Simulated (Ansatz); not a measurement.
Wanted: the native input for an Ansatz 0.2.0 run.

```yaml
Task: band structure
Functional: PBE
Potentials_or_basis: Ansatz PAW
Cutoff: "420 eV (not typed: the program's choice for these potentials)"
k_mesh: 7 × 7 × 5
Occupations: fermi-dirac, width 0.05 eV
Spin: collinear spin, ferromagnetic start
Starting_moments: "[1.0, 1.0, 0.0, 0.6, 0.0] μB"
Path: "[[\"G\", \"M\", \"K\", \"G\", \"A\", \"L\", \"H\", \"A\"], [\"L\", \"M\"], [\"K\", \"H\"]]"
Points_for_each_segment_of_the_path: 14
```

The system is NiMoIrPdW.

```
Ni Mo Pd Ir W
1.0
     4.14670    0.00000    0.00000
    -2.07335    3.59115    0.00000
     0.00000    0.00000    5.41629
Ni Mo Pd Ir W
1 1 1 1 1
Direct
  0.00000 0.00000 0.02221
  0.66667 0.33333 0.45996
  0.33333 0.66667 0.74601
  0.33333 0.66667 0.25641
  0.66667 0.33333 0.99985
```

The cell was built by a generator and needn't be a form met in nature.

The input as run:

input.yaml

```yaml
crystal:
  lattice:
    - [4.1467, 0.0, 0.0]
    - [-2.07335, 3.59115, 0.0]
    - [0.0, 0.0, 5.41629]
  atoms:
    - { symbol: Ni, position: [0.0, 0.0, 0.02221], spin: 1.0 }
    - { symbol: Mo, position: [0.66667, 0.33333, 0.45996], spin: 1.0 }
    - { symbol: Pd, position: [0.33333, 0.66667, 0.74601] }
    - { symbol: Ir, position: [0.33333, 0.66667, 0.25641], spin: 0.6 }
    - { symbol: W, position: [0.66667, 0.33333, 0.99985] }
hamiltonian:
  xc: pbe
  pseudopotentials: { kind: paw }
magnetization:
  spin_polarized: true
kpoints:
  mp_grid: { grid: [7, 7, 5] }
  band_path:
    path:
      - [[0.0, 0.0, 0.0], [0.5, 0.0, 0.0], [0.3333333333, 0.3333333333, 0.0], [0.0, 0.0, 0.0], [0.0, 0.0, 0.5], [0.5, 0.0, 0.5], [0.3333333333, 0.3333333333, 0.5], [0.0, 0.0, 0.5]]
      - [[0.5, 0.0, 0.5], [0.5, 0.0, 0.0]]
      - [[0.3333333333, 0.3333333333, 0.0], [0.3333333333, 0.3333333333, 0.5]]
    npoints: 14
scf:
  occupations: { method: fermi_dirac, width: 0.05 }
  n_extra_bands: 12
output:
  forces: true
  stress: true
  eigenvalues: true
  fatbands: false
```

Potentials or basis: Ansatz PAW.

Run with:

```sh
$ ansatz run input.yaml --threads 8 --pin off --max-ram 20480MiB --backend cpu --events-out ev --progress --plain --runs-dir out
```

Results of the run:

| Item | Value |
| --- | --- |
| Pressure | 0.0 GPa |
| Largest force | 0.158 eV/Å |
| Band gap on the k mesh | none (metal or under the smearing width) |
| Net moment | 0.00 μB per cell |
| Absolute moment | 0.00 μB per cell |

Caveat: spin-orbit coupling is left out, which moves the levels of the heavy elements; the starting moments weren't kept.

Wall time 6.7 s on 8 threads of Intel(R) Xeon(R) 6975P-C (Granite Rapids) (shared host), peak memory 0.97 GiB.
